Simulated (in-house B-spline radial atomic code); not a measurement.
**Mo⁺: binding energies from hole states**

Aim: the cost of two holes at once in Mo⁺, against the sum of the two single holes.

Program: in-house B-spline radial atomic code version 1. Level of theory: Dirac-Hartree-Fock, average of configuration, Fermi nucleus, basis-set limit. These are calculated values, not measurements, unless marked.

### Step 1. The system

```
element       : molybdenum (Z = 42)
charge        : +1
electrons     : 41
configuration : [Kr] 4d5
Hamiltonian   : Dirac-Coulomb
nucleus       : Fermi, rms radius 4.409 fm
```

The outer shells:

[Kr] 4d5
```
[Kr] core
4d [↑ ][↑ ][↑ ][↑ ][↑ ]
```

The boxes draw the filling by Hund's rule, which heavy ions in jj coupling don't follow; these runs average over all states of the configuration.

The run's settings:

```ini
Z = 42
electrons = 41.0
configuration = [Kr] 4d5
hamiltonian = dirac
method = hf
spin_polarised = False
nucleus = fermi
rms_radius = 4.4091
mass_number = 98
atomic_mass = 97.905403609
speed_of_light = 137.035999084
```

The reference is known from an earlier run: -4046.935297 hartree in all. Up to eight levels, counted from the top:

```tsv
orbital	occupation	energy (eV)	<r> (bohr)
3p3/2	4	-423.76	0.4314
3d3/2	4	-258.68	0.4120
3d5/2	6	-255.25	0.4154
4s1/2	2	-86.436	1.118
4p1/2	2	-57.088	1.227
4p3/2	4	-54.452	1.256
4d3/2	2	-15.082	1.854
4d5/2	3	-14.875	1.875
```

Single holes known from earlier runs (ΔSCF): 1s 20069.1 eV, 2p1/2 2646.82 eV, 2p3/2 2540.33 eV, 3p1/2 429.73 eV, 3p3/2 411.71 eV, 3d5/2 242.36 eV, 4s 83.053 eV, 4d 13.698 eV.

### Step 2. The 2p3/2 and 4d holes

In configurations, a minus sign after the shell means j = l − 1/2 and a plus sign j = l + 1/2; the count of electrons follows.

The run's settings:

```ini
Z = 42
electrons = 39.0
configuration = 1s2 2s2 2p-2 2p+3 3s2 3p6 3d10 4s2 4p6 4d4
hamiltonian = dirac
method = hf
spin_polarised = False
nucleus = fermi
rms_radius = 4.4091
mass_number = 98
atomic_mass = 97.905403609
speed_of_light = 137.035999084
```

### Step 3. The 3d5/2 and 3d5/2 holes

The settings differ from step 2 so:

```diff
@@ -2,3 +2,3 @@
 electrons = 39.0
-configuration = 1s2 2s2 2p-2 2p+3 3s2 3p6 3d10 4s2 4p6 4d4
+configuration = 1s2 2s2 2p6 3s2 3p6 3d-4 3d+4 4s2 4p6 4d5
 hamiltonian = dirac
```

### Step 4. The 3d5/2 and 4s holes

The settings differ from step 3 so:

```diff
@@ -2,3 +2,3 @@
 electrons = 39.0
-configuration = 1s2 2s2 2p6 3s2 3p6 3d-4 3d+4 4s2 4p6 4d5
+configuration = 1s2 2s2 2p6 3s2 3p6 3d-4 3d+5 4s1 4p6 4d5
 hamiltonian = dirac
```

### Step 5. The 3p3/2 and 3p1/2 holes

The settings differ from step 4 so:

```diff
@@ -2,3 +2,3 @@
 electrons = 39.0
-configuration = 1s2 2s2 2p6 3s2 3p6 3d-4 3d+5 4s1 4p6 4d5
+configuration = 1s2 2s2 2p6 3s2 3p-1 3p+3 3d10 4s2 4p6 4d5
 hamiltonian = dirac
```

### Step 6. The 2p1/2 and 2p1/2 holes

The settings differ from step 5 so:

```diff
@@ -2,3 +2,3 @@
 electrons = 39.0
-configuration = 1s2 2s2 2p6 3s2 3p-1 3p+3 3d10 4s2 4p6 4d5
+configuration = 1s2 2s2 2p+4 3s2 3p6 3d10 4s2 4p6 4d5
 hamiltonian = dirac
```

### Step 7. The 1s and 1s holes

The settings differ from step 6 so:

```diff
@@ -2,3 +2,3 @@
 electrons = 39.0
-configuration = 1s2 2s2 2p+4 3s2 3p6 3d10 4s2 4p6 4d5
+configuration = 2s2 2p6 3s2 3p6 3d10 4s2 4p6 4d5
 hamiltonian = dirac
```

What does each hole state cost in eV, and how does that compare with the orbital energies or single holes?

**Answer**, as computed:

| two holes | ΔSCF (eV) | less the two single holes (eV) |
| --- | --- | --- |
| 2p3/2 and 4d | 2567.69 | 13.66 |
| 3d5/2 and 3d5/2 | 519.04 | 34.32 |
| 3d5/2 and 4s | 343.36 | 17.95 |
| 3p3/2 and 3p1/2 | 873.38 | 31.94 |
| 2p1/2 and 2p1/2 | 5418.24 | 124.61 |
| 1s and 1s | 40755.0 | 616.85 |

Two holes cost more than the sum of each, because the second electron leaves a more charged ion. The excess runs from 13.7 eV (2p3/2 and 4d) to 616.9 eV (1s and 1s); it tends to be largest where both holes are compact. Two partly filled shells share a symmetry and can mix in the average, which may lower the energy, in these hole states: 3d5/2 and 3d5/2; 3d5/2 and 4s; 3d5/2. Values are for the free ion, measured from the vacuum level.
